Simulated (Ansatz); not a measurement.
MnHg:

```
Hg Mn
1.0
     3.28800    0.00000    0.00000
     0.00000    3.28800    0.00000
     0.00000    0.00000    3.31300
Hg Mn
1 1
Direct
  0.00000 0.00000 0.00000
  0.50000 0.50000 0.50000
```

Base run:

* Program: Ansatz 0.2.0
* Functional: PBE
* Potentials or basis: Ansatz PAW
* Cutoff: 420 eV (not typed: the program's choice for these potentials)
* k mesh: 7 × 7 × 7
* Occupations: fermi-dirac, width 0.05 eV
* Spin: collinear spin, ferromagnetic start
* Starting moments: [0.0, 6.0] μB
* Fixed moment: 6 μB

Its results: pressure 25.2 GPa; site moments Hg +0.42; Mn +4.78 μB.

Q: The run is repeated on the same cell with these changes: fixed moment from 6 μB to 3 μB; moments at the start from [0.0, 6.0] to [0.0, 3.0]. What comes out?

A: Pressure -4.2 GPa; site moments Hg -0.09; Mn +3.19 μB.

Caveats: the total moment is fixed, so each spin has its own Fermi level; the thresholds are loose for stress.
